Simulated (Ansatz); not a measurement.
# CH3BrSSi: rigid torsion scan

Wanted for CH3BrSSi: a rigid torsion scan. SMILES: CS[Si]Br.

Computed with Ansatz 0.2.0 through its Python package. Level of theory: CAM-B3LYP/def2-SVP.

## Step 1: Starting point

Bond lengths: C1–S2 1.743 Å, S2–Si3 2.149 Å, Si3–Br4 2.227 Å, C1–H5 1.131 Å, C1–H6 1.126 Å, C1–H7 1.100 Å. Angles: C1–S2–Si3 103.4°, S2–C1–H5 111.0°, S2–C1–H6 113.7°, S2–C1–H7 114.3°, H5–C1–H6 102.7°, H5–C1–H7 106.4°, H6–C1–H7 107.9°, S2–Si3–Br4 107.3°.

No structure file is read: the coordinates are typed or built in the script.

## Step 2: The code

Contents of ch3brssi_torsion.py:

```python
import logging
import sys

import ansatz as az
from ase import Atoms

logging.basicConfig(stream=sys.stdout, format="%(name)s: %(message)s")
logger = logging.getLogger("calc")
logger.setLevel(logging.INFO)


def main() -> None:
    atoms = Atoms(["C", "S", "Si", "Br", "H", "H", "H"], positions=[
        (-0.1636, 0.7762, -0.5202),
        (0.9916, -0.4874, -0.8475),
        (0.2616, -2.1438, 0.3101),
        (0.3209, -1.5316, 2.4503),
        (0.0422, 1.688, -1.1565),
        (-1.2193, 0.5086, -0.8054),
        (-0.1723, 1.122, 0.5235),
    ])

    first = (
        az.Crystal.molecule_from_ase(atoms).calculation()
        .basis(gaussian="def2-SVP")
        .functional("CAM-B3LYP")
        .relax(force_tolerance=0.02, max_steps=80)
    )
    atoms.positions = first.run(threads=1, pin="off").report["positions_ang"]

    start = atoms.get_dihedral(4, 0, 1, 2)
    energies = {}
    for turn in range(0, 360, 30):
        turned = atoms.copy()
        turned.set_dihedral(4, 0, 1, 2, start + turn, indices=[1, 2, 3])
        model = (
            az.Crystal.molecule_from_ase(turned).calculation()
            .basis(gaussian="def2-SVP")
            .functional("CAM-B3LYP")
        )
        energies[round((start + turn) % 360)] = model.run(threads=1, pin="off").report["free_energy_ev"]
    floor = min(energies.values())
    logger.info("dihedral H4-C0-S1-Si2 (deg)   E - E(min) (eV)")
    for angle, e in sorted(energies.items()):
        logger.info(f"{angle:8d} {(e - floor):14.3f}  " + "#" * int(30 * (e - floor) / max(max(energies.values()) - floor, 1e-9)))


if __name__ == "__main__":
    main()
```

## Step 3: The input behind the calls

The engine receives this input (first run):

```yaml
crystal:
  periodic: [false, false, false]
  atoms:
    - { symbol: C, position_ang: [-0.1636, 0.7762, -0.5202] }
    - { symbol: S, position_ang: [0.9916, -0.4874, -0.8475] }
    - { symbol: Si, position_ang: [0.2616, -2.1438, 0.3101] }
    - { symbol: Br, position_ang: [0.3209, -1.5316, 2.4503] }
    - { symbol: H, position_ang: [0.0422, 1.688, -1.1565] }
    - { symbol: H, position_ang: [-1.2193, 0.5086, -0.8054] }
    - { symbol: H, position_ang: [-0.1723, 1.122, 0.5235] }
basis:
  gaussian:
    orbitals: def2-SVP
hamiltonian:
  xc: cam_b3lyp
relax:
  f_tol: 0.02
  max_steps: 80
```

## Step 4: Running it

The run is started by

```
> python ch3brssi_torsion.py
```

The program printed:

```text
calc: dihedral H4-C0-S1-Si2 (deg)   E - E(min) (eV)
calc:       29          0.032  #####################
calc:       59          0.019  ############
calc:       89          0.024  ###############
calc:      119          0.029  ###################
calc:      149          0.012  #######
calc:      179          0.000
calc:      209          0.011  #######
calc:      239          0.029  ###################
calc:      269          0.025  ################
calc:      299          0.019  ############
calc:      329          0.031  ####################
calc:      359          0.045  ##############################
```

Wall time 1.9 min (1 thread of Intel Xeon 6975P-C (Granite Rapids), shared host); peak memory 0.34 GiB.

Lines on the test bed's own set-up are left out of the output.

## Step 5: Path of the relaxation of run 0

Step by step:

```csv
step,energy from step 1 (eV),largest force component (eV/Å)
1,0.0000,2.3490
2,-0.2065,1.2473
3,-0.3376,1.0535
4,-0.4399,1.5213
5,-0.5305,0.8266
6,-0.5627,0.5304
7,-0.5772,0.3330
8,-0.5827,0.0630
9,-0.5838,0.0431
10,-0.5838,0.0590
11,-0.5839,0.0168
12,-0.5840,0.0208
13,-0.5841,0.0174
14,-0.5743,0.5074
15,-0.5844,0.0154
16,-0.5845,0.1477
17,-0.5853,0.0340
18,-0.5857,0.0576
19,-0.5863,0.0632
20,-0.5777,0.4969
21,-0.5868,0.0549
22,-0.5878,0.1065
23,-0.5840,0.2404
24,-0.5894,0.0320
25,-0.5904,0.0984
26,-0.5910,0.0699
27,-0.5916,0.0546
28,-0.5921,0.0371
29,-0.5923,0.0157
```

Step 1 is the start. Steps 10, 14, 20, 23 were tried and not accepted.

Before: Bond lengths: C1–S2 1.743 Å, S2–Si3 2.149 Å, Si3–Br4 2.227 Å, C1–H5 1.131 Å, C1–H6 1.126 Å, C1–H7 1.100 Å. Angles: C1–S2–Si3 103.4°, S2–C1–H5 111.0°, S2–C1–H6 113.7°, S2–C1–H7 114.3°, H5–C1–H6 102.7°, H5–C1–H7 106.4°, H6–C1–H7 107.9°, S2–Si3–Br4 107.3°.

After: Bond lengths: C1–S2 1.822 Å, S2–Si3 2.131 Å, Si3–Br4 2.278 Å, C1–H5 1.098 Å, C1–H6 1.097 Å, C1–H7 1.097 Å. Angles: C1–S2–Si3 111.9°, S2–C1–H5 106.7°, S2–C1–H6 110.6°, S2–C1–H7 110.7°, H5–C1–H6 109.8°, H5–C1–H7 109.8°, H6–C1–H7 109.2°, S2–Si3–Br4 103.2°.

Run 0 is this relaxation; the runs after it count from 1.

## Step 6: The engine's runs

From the records of these 12 runs:

```csv
run,turn (°),energy from run 1 (eV),SCF cycles,CPU time (s)
1,0,0.0000,18,2.2
2,30,0.0108,18,2.2
3,60,0.0288,18,2.2
4,90,0.0246,18,2.2
5,120,0.0192,18,2.2
6,150,0.0310,18,2.2
7,180,0.0453,18,2.2
8,210,0.0319,18,2.2
9,240,0.0190,18,2.2
10,270,0.0236,18,2.2
11,300,0.0289,18,2.1
12,330,0.0119,18,2.1
```

## Step 7: What came out

```
              quantity     value
         runs compared        12
       range of energy  0.045 eV
lowest point, turn (°)         0
```

In words: The lowest point lies at a turn of 0°, the highest 0.045 eV (4.4 kJ/mol) above it at 180°. The grid can miss the true lowest and highest points, and the rest of the molecule is held rigid. Run 0: After 24 moves the largest shift is 0.816 Å, of atom 4 (Br). So large a move can change the bonding: the results belong to the relaxed structure. The scan is rigid and the energies are electronic, in a modest basis. With rigid groups the curve can differ much from the relaxed path, the start wasn't checked as a minimum of this torsion, and equivalent turns needn't return to the same energy.
